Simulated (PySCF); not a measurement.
# C3F4O2: fields and orbitals

For C3F4O2, the scripts below compute its lowest excited states.

Program: PySCF 2.14.0. Level of theory: levels as typed in each script, gas phase, geometry from GFN2-xTB. These are calculated values, not measurements.

1 further run of the same task is left out (it didn't finish).

## 1. Where the work starts

SMILES `O=C1C(F)(F)OC1(F)F`, 9 atoms, charge 0, spin multiplicity 1.

Bond lengths: O1–C2 1.175 Å, C2–C3 1.560 Å, C2–C7 1.560 Å, C3–F4 1.334 Å, C3–F5 1.334 Å, C3–O6 1.394 Å, O6–C7 1.394 Å, C7–F8 1.334 Å, C7–F9 1.334 Å. Angles: O1–C2–C3 138.4°, O1–C2–C7 138.5°, C3–C2–C7 83.1°, C2–C3–F4 116.4°, C2–C3–F5 116.3°, C2–C3–O6 90.5°, F4–C3–F5 107.0°, F4–C3–O6 112.9°, F5–C3–O6 113.2°, C3–O6–C7 95.8°, C2–C7–O6 90.5°, C2–C7–F8 116.3°, C2–C7–F9 116.4°, O6–C7–F8 113.2°, O6–C7–F9 112.9°, F8–C7–F9 107.0°.

Geometry (Å):

```xyz
9
charge 0, multiplicity 1
O    -0.0001    2.1300    0.0108
C     0.0000    0.9545    0.0050
C    -1.0347   -0.2130   -0.0014
F    -1.8225   -0.3135    1.0699
F    -1.8225   -0.2994   -1.0738
O     0.0000   -1.1476   -0.0036
C     1.0347   -0.2130   -0.0014
F     1.8225   -0.2994   -1.0738
F     1.8226   -0.3134    1.0699
```

## 2. Excited states (B3LYP/cc-pvdz)

File input.py:

```python
import numpy as np
from pyscf import gto, scf, dft, tdscf
from pyscf.scf import atom_ks, atom_hf
from scipy.linalg import block_diag

def solve(mol, dm0=None, hcore=None):
    mf = (dft.UKS if mol.spin else dft.RKS)(mol, xc='b3lyp')
    mf.grids.level = 3
    mf = mf.density_fit(auxbasis='def2-universal-jkfit')
    mf.conv_tol, mf.max_cycle = 1e-8, 80
    if hcore is not None:
        mf.get_hcore = lambda *args: hcore
    mf.kernel(dm0)
    if not mf.converged:
        mf = mf.newton().run(mf.mo_coeff, mf.mo_occ, max_cycle=30)
    assert mf.converged, 'SCF not converged'
    return mf

mol = gto.M(atom='''
O     -0.00007     2.12997     0.01080
C      0.00002     0.95449     0.00498
C     -1.03473    -0.21295    -0.00136
F     -1.82255    -0.31345     1.06988
F     -1.82253    -0.29941    -1.07382
O      0.00002    -1.14756    -0.00362
C      1.03473    -0.21299    -0.00136
F      1.82255    -0.29936    -1.07382
F      1.82257    -0.31340     1.06988
''', basis='cc-pvdz', charge=0, spin=0, verbose=4)
mf = solve(mol)
td = mf.TDA()
td.nstates, td.singlet, td.conv_tol = 4, True, 1e-5
td.kernel()
td.analyze()
x, y = np.array([p[0] for p in td.xy]), np.array([p[1] + 0 * p[0] for p in td.xy])
f, mu = td.oscillator_strength(), td.transition_dipole()
nto = [td.get_nto(state=i + 1, verbose=4) for i in range(len(td.e))]
# spherically averaged free atoms, for the promolecule
atm = atom_ks.get_atm_nrks(mol, xc='b3lyp')
pro = block_diag(*[(atm[a[0]][2] * atm[a[0]][3]) @ atm[a[0]][2].T for a in mol._atom])
np.savez('result.npz', e=td.e, f=f, ok=td.converged, w=[n[0] for n in nto], nto=[n[1] for n in nto], x=x, y=y, c=mf.mo_coeff, occ=mf.mo_occ, eps=mf.mo_energy, pro=pro, mu=mu)
```

On the command line:

```bash
$ OMP_NUM_THREADS=1 python input.py
```

Before running it: what results should come out? Wanted: lowest singlet excitation.

**Answer**, as computed:

| quantity | value |
| --- | --- |
| lowest singlet excitation (B3LYP/cc-pvdz) | 3.89 eV |

In words: All values hold at the given geometry, in the gas phase.
